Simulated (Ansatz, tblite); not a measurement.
**[SnH5]-: charged states by level of theory**

An exercise on one series of results from a longer session: the logs are not shown, and one member is left open.

The runs use Ansatz 0.2.0, Gaussian basis; as each input shows.

Plan: charge 0 doublet, at the geometry of the singlet (PBE0-D4/def2-TZVPD, PBE-D4/def2-TZVPD, r2SCAN-D4/def2-TZVPD, LC-ωPBE(0.10)/def2-TZVPD, LC-ωPBE(0.15)/def2-TZVPD, LC-ωPBE(0.20)/def2-TZVPD, LC-ωPBE(0.30)/def2-TZVPD, CCSD(T)/def2-TZVPPD); charge 0 doublet, relaxed (PBE0-D4/def2-TZVPD, PBE-D4/def2-TZVPD); the starting singlet's energies come from earlier runs.

1 further run of the same task is left out (set aside as unsound or not needed).

## The relaxed structure

The geometry is that of the singlet, from an earlier relaxation (PBE0-D4/def2-TZVPD).

6 atoms, charge -1, spin multiplicity 1.

Atoms are counted from 1 here; the program's logs count them from 0.

Bond lengths: Sn1–H2 1.876 Å, Sn1–H3 1.876 Å, Sn1–H4 1.767 Å, Sn1–H5 1.767 Å, Sn1–H6 1.767 Å. Angles: H2–Sn1–H3 180.0°, H2–Sn1–H4 90.0°, H2–Sn1–H5 90.0°, H2–Sn1–H6 90.0°, H3–Sn1–H4 90.0°, H3–Sn1–H5 90.0°, H3–Sn1–H6 90.0°, H4–Sn1–H5 120.0°, H4–Sn1–H6 120.0°, H5–Sn1–H6 120.0°.

Coordinates:

```xyz
6
charge -1, multiplicity 1
Sn    0.0000    0.0000    0.0000
H    -0.0198   -0.0075    1.8762
H     0.0197    0.0079   -1.8762
H     1.7667    0.0117    0.0185
H    -0.8939    1.5241   -0.0033
H    -0.8728   -1.5362   -0.0152
```

Sn takes a core potential in the def2 sets. No spin-orbit coupling is included. The ion is computed in the gas phase, without counter-ions or solvent.

Set-up of the first run:

The input, in.yaml:

```yaml
crystal:
  periodic: [false, false, false]
  atoms:
    - {symbol: Sn, position_ang: [0.000006, -0.000023, -0.000014]}
    - {symbol: H, position_ang: [-0.019773, -0.007465, 1.876155]}
    - {symbol: H, position_ang: [0.019685, 0.007903, -1.876193]}
    - {symbol: H, position_ang: [1.766737, 0.011716, 0.018546]}
    - {symbol: H, position_ang: [-0.893858, 1.524060, -0.003278]}
    - {symbol: H, position_ang: [-0.872807, -1.536180, -0.015216]}
basis:
  gaussian: {orbitals: def2-TZVPD}
magnetization: {spin_polarized: true, initial_magnetization: 1}
hamiltonian: {xc: pbe0, dispersion: d4}
output: {orbitals: {seedname: orbitals}}
```

On the command line:

```
$ ansatz run in.yaml --threads 4 --pin off --events-out ev --progress --plain --max-ram 3916MiB
```

Among the steps run: Charge 0 doublet at the fixed geometry, PBE0-D4/def2-TZVPD; Charge 0 doublet at the fixed geometry, PBE-D4/def2-TZVPD; Charge 0 doublet at the fixed geometry, r2SCAN-D4/def2-TZVPD; Charge 0 doublet at the fixed geometry, LC-ωPBE(0.10)/def2-TZVPD; Charge 0 doublet at the fixed geometry, LC-ωPBE(0.15)/def2-TZVPD; Charge 0 doublet at the fixed geometry, LC-ωPBE(0.20)/def2-TZVPD; Charge 0 doublet at the fixed geometry, LC-ωPBE(0.30)/def2-TZVPD; Charge 0 doublet at the fixed geometry, CCSD(T)/def2-TZVPPD.

One table of the session follows, with a row left open; its other results are not shown here.

It belongs to the step «Vertical ionisation energy». 

```
              method  vertical ionisation energy (eV)
      HF/def2-TZVPPD                             1.93
   PBE-D4/def2-TZVPD                             2.12
r2SCAN-D4/def2-TZVPD                             2.10
  PBE0-D4/def2-TZVPD                             2.27
     MP2/def2-TZVPPD                                ?
    CCSD/def2-TZVPPD                             2.42
 CCSD(T)/def2-TZVPPD                             2.39
```

**Question.** Estimate the row for MP2/def2-TZVPPD.

**Answer.** vertical ionisation energy (eV): 2.37. In the column «vertical ionisation energy (eV)» it lies between PBE0-D4/def2-TZVPD (2.27) and CCSD(T)/def2-TZVPPD (2.39).

Caveats from the session: The anion's highest level is positive in at least one run, so there the basis alone may hold the extra electron.
